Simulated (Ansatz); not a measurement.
# NiGe2O5: the cost of one run

Method: DFT PBE, scalar-relativistic, plane waves, PAW, unless a step names another level, in Ansatz 0.2.0.

5 further runs of the same task are left out: 1 that didn't finish, 4 set aside as unsound or not needed.

## 1. Plan

Pauling electronegativities: Ni 1.91, Ge 2.01, O 3.44 (spread 1.53). The formula balances with common oxidation states: Ge +4, Ni +2, O -2. Tabulated atomic sizes suggest about 11 Å³/atom. 23 candidates were drawn, by swapping species into database cells of other compounds, at random by space group and Wyckoff sites, or by hand, as the table says; time allowed 17 of them to run, and these are listed.

| name | made from | space group no. | Wyckoff sites | atoms (primitive cell) | V (Å³/atom) |
| --- | --- | --- | --- | --- | --- |
| c01 | database cell of NaLi5N2 | 123 | Ni 1d; Ge 1c, 1b; O 4i, 1a | 8 | 10.4 |
| c02 | random | 191 | Ni 1a; Ge 2c; O 3g, 2e | 8 | 11.4 |
| c03 | random | 123 | Ni 1c; Ge 2e; O 4n, 1d | 8 | 13.6 |
| c05 | random | 216 | Ni 4c; Ge 4a, 4b; O 4d, 16e | 8 | 12.2 |
| c07 | database cell of Al5CuMo2 | 123 | Ni 1b; Ge 1a, 1d; O 4i, 1c | 8 | 10.9 |
| c09 | random | 216 | Ni 4a; Ge 4b, 4d; O 16e, 4c | 8 | 11.6 |
| c11 | database cell of Cs2MnF5 | 123 | Ni 1a; Ge 2e; O 4j, 1b | 8 | 11.5 |
| c12 | random | 99 | Ni 1b; Ge 2c; O 4e, 1a | 8 | 12.4 |
| c13 | random | 65 | Ni 2c; Ge 4j; O 8m, 2b | 8 | 13.0 |
| c14 | random | 115 | Ni 1b; Ge 2e; O 4j, 1d | 8 | 11.5 |
| c15 | random | 123 | Ni 1d; Ge 1a, 1b; O 2g, 2e, 1c | 8 | 11.3 |
| c16 | database cell of K5CuSb2 | 166 | Ni 3a; Ge 6c; O 3b, 6c, 6c | 8 | 13.3 |
| c17 | random | 166 | Ni 3a; Ge 6c; O 9e, 6c | 8 | 11.7 |
| c18 | random | 191 | Ni 1a; Ge 2d; O 4h, 1b | 8 | 12.1 |
| c19 | random | 47 | Ni 1g; Ge 1d, 1e; O 2r, 2j, 1b | 8 | 13.7 |
| c21 | random | 166 | Ni 3b; Ge 6c; O 9e, 6c | 8 | 14.4 |
| c22 | random | 187 | Ni 1e; Ge 2i; O 3j, 1b, 1f | 8 | 14.4 |

## 2. Screening run of c12

The input, input.yaml:

```yaml
crystal:
  lattice:
    - [4.5057706, 0.0, 0.0]
    - [0.0, 4.5057706, 0.0]
    - [0.0, 0.0, 4.86927794]
  atoms:
    - { symbol: Ni, position: [0.5, 0.5, 0.91035719], spin: 2.0 }
    - { symbol: Ge, position: [0.5, 0.0, 0.21877359] }
    - { symbol: Ge, position: [0.0, 0.5, 0.21877359] }
    - { symbol: O, position: [0.34036318, 0.0, 0.51017665] }
    - { symbol: O, position: [0.65963682, 0.0, 0.51017665] }
    - { symbol: O, position: [0.0, 0.34036318, 0.51017665] }
    - { symbol: O, position: [0.0, 0.65963682, 0.51017665] }
    - { symbol: O, position: [0.0, 0.0, 0.90749144] }
basis:
  ecutwfc: 420
kpoints:
  mp_grid: { grid: [3, 3, 3] }
hamiltonian:
  xc: pbe
scf:
  occupations: { method: gaussian, width: 0.15 }
  lower_state_search: "off"
output:
  forces: true
  stress: true
  eigenvalues: true
  populations: true
magnetization:
  spin_polarized: true
relax:
  adjacent_minimum: "off"
  f_tol: 0.08
  max_steps: 16
  cell: { stress_tol: 0.8 }
```

On the command line:

```sh
$ ansatz run input.yaml --threads 1 --pin off --max-ram 2560MiB --backend cpu --events-out ev --progress --plain --runs-dir out
```

**Question.** How long does this run take on 1 thread of Arm Neoverse V2, shared host, and how much memory does it need?

About 2.5 min, with a peak of 0.39 GiB.
